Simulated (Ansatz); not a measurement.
Runs of Ansatz 0.2.0 on NbTe. The structure is cubic, space group Pm-3m (No. 221). The conventional cell has a = 3.426 Å, b = 3.426 Å, c = 3.426 Å, α = 90.00°, β = 90.00°, γ = 90.00°. Nb (site symmetry m-3m) is surrounded by 8 Te at 2.97 Å. Te (site symmetry m-3m) has 8 Nb at 2.97 Å as nearest neighbours. The cell was built by a generator and needn't be a form met in nature.

```tsv
task	level	cell	smearing	gap on the mesh (eV)	pressure (GPa)	relaxed volume (Å³/atom)
relaxation of cell and atoms	PBE+D4	relaxed	fermi-dirac 0.05 eV	none	0.0	19.52
single point	PBE	as given	gaussian 0.027 eV	none	-0.1	-
single point	PBE	as given	gaussian 0.026 eV	none	-0.1	-
single point	PBE	as given	gaussian 0.028 eV	none	-0.1	-
relaxation of cell and atoms	PBE+D3(BJ)	relaxed	fermi-dirac 0.05 eV	none	0.0	(a)
single point	PBE	as given	gaussian 0.025 eV	none	-0.1	-
```

Alike in all rows: potentials or basis Ansatz PAW; no spin polarisation; k mesh 8 × 8 × 8; cutoff (eV) 420.

Fill in the values left out.

(a) 19.26.

Caveats: the plane-wave basis is chosen anew once the cell has moved, so the energies of steps on either side of that aren't comparable (some runs); pairwise dispersion overbinds metals, which lowers pressure and volume (some runs).

A k mesh can miss the band edges, and the runs leave out spin-orbit coupling on Nb, Te.

A gap of «none» marks a metal or a gap under the smearing width.
